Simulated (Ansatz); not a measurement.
Crystal: CuNi3.

```
Cu Ni
1.0
    -1.75621    1.75621    3.46918
     1.75621   -1.75621    3.46918
     1.75621    1.75621   -3.46918
Cu Ni
1 3
Direct
  0.00000 0.00000 0.00000
  0.50000 0.50000 0.00000
  0.25000 0.75000 0.50000
  0.75000 0.25000 0.50000
```

The cell comes from a database or a generator and needn't be the stable form of this composition.

Base run:

| Item | Value |
| --- | --- |
| Program | Ansatz 0.2.0 |
| Functional | PBEsol |
| Potentials or basis | all-electron LAPW, scalar-relativistic |
| Cutoff | 318 eV |
| Density cutoff | 1272 eV |
| Basis error allowed | 0.001 eV/atom |
| k mesh | 11 × 11 × 11 |
| Occupations | fermi-dirac, width 0.05 eV |
| Spin | collinear spin, ferromagnetic start |
| Starting moments | [0.6, 1.0, 1.0, 1.0] μB |

Its results: pressure -2.3 GPa; net moment 1.54 μB per cell; site moments Cu +0.01; Ni +0.55, +0.52 μB.

The run is repeated on the same cell with these changes: functional from PBEsol to LDA; basis error allowed from 0.001 eV/atom to 0.002 eV/atom. What comes out?

Pressure -9.9 GPa; net moment 1.45 μB per cell; site moments Cu +0.01; Ni +0.51, +0.49 μB.

Not every run made on this cell is shown here.
